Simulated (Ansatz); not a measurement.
Task: a comparison of enthalpies under pressure of two structures of Tl, with Ansatz 0.2.0 through its Python package. Give the script and its output. Settings (first run): r2SCAN, PAW, cutoff 500 eV, 8×8×8 k-points, Fermi-Dirac smearing of 0.1 eV.

Script `run_transition.py`:
```python
import csv
import warnings

import ansatz as az
import numpy as np


def bcc(a_site, a):
    return (
        az.Lattice.bcc(a)
        .space_group(229)
        .atom(a_site, [0, 0, 0])
        .primitive()
    )


def sc(first, a):
    return (
        az.Lattice.cubic(a)
        .space_group(221)
        .atom(first, [0, 0, 0])
    )


def compute(name, crystal, pressure=0.0):
    calc = (
        crystal.calculation()
        .functional("r2scan")
        .basis(500)
        .scf(tolerance=1e-08)
        .kpoints(spacing=0.3)
        .occupations("fermi_dirac", width=0.1)
    )
    calc = calc.relax(force_tolerance=0.03, cell=True, pressure=pressure)
    return calc.run()


def volume_per_atom(outcome):
    return abs(np.linalg.det(outcome.lattice.cell_ang)) / len(outcome.lattice.sites)

warnings.simplefilter("ignore", az.DeckWarning)

phases = {}
phases["bcc"] = bcc("Tl", 3.85)
phases["sc"] = sc("Tl", 3.16)

pressures = [0, 20, 40, 60]
enthalpy, volume = {name: [] for name in phases}, {name: [] for name in phases}
for p in pressures:
    for name, crystal in phases.items():
        o = compute(name, crystal, pressure=p)
        volume[name].append(volume_per_atom(o))
        enthalpy[name].append(o.report["energy_sigma0_ev"] / len(o.lattice.sites) + p * volume[name][-1] / 160.21766)
gap = np.array(enthalpy["sc"]) - np.array(enthalpy["bcc"])
rows = [(p, va, vb, 1000 * d) for p, va, vb, d in zip(pressures, volume["bcc"], volume["sc"], gap)]
with open("transition.csv", "w", newline="") as handle:
    writer = csv.writer(handle)
    writer.writerow(["P (GPa)", "V bcc (A^3/atom)", "V sc (A^3/atom)", "H(sc) - H(bcc) (meV/atom)"])
    writer.writerows([round(v, 4) if isinstance(v, float) else v for v in row] for row in rows)
print(open("transition.csv").read())
crossings = [p0 - g0 * (p1 - p0) / (g1 - g0) for p0, p1, g0, g1 in zip(pressures, pressures[1:], gap, gap[1:]) if g0 * g1 < 0]
print("crossing near", [round(float(p), 1) for p in crossings], "GPa") if crossings else print("no crossing in this range")
```

```console
$ python run_transition.py
P (GPa),V bcc (A^3/atom),V sc (A^3/atom),H(sc) - H(bcc) (meV/atom)
0,30.3474,32.3637,107.3924
20,22.6195,23.5097,249.1246
40,19.916,20.754,356.307
60,18.348,19.134,459.0664

no crossing in this range
```

Reading the output:
- At a fixed pressure a relaxation lowers the enthalpy F + PV, while F alone can rise.
- For the metals among these phases the mesh is modest: differences between phases can be off by up to 40 meV an atom.
- The program warned that this SCF threshold is loose for forces or stresses.
- Spin-orbit coupling, which matters for elements this heavy, is left out.
- Only these two structures are compared, at zero temperature and with their symmetry kept; either may be hypothetical, and another phase may be lower than both. Differences under about 40 meV an atom lie within the error of mesh and functional.
- The cells are prototypes set up for this calculation and needn't exist.
- The script silences the warnings on its input, which a real study should read.
- Wall time of the script: 58 s on 1 thread of Arm Neoverse V1 (shared host), peak memory 0.43 GiB.

(Lines on the test bed's own set-up are left out of the output.)
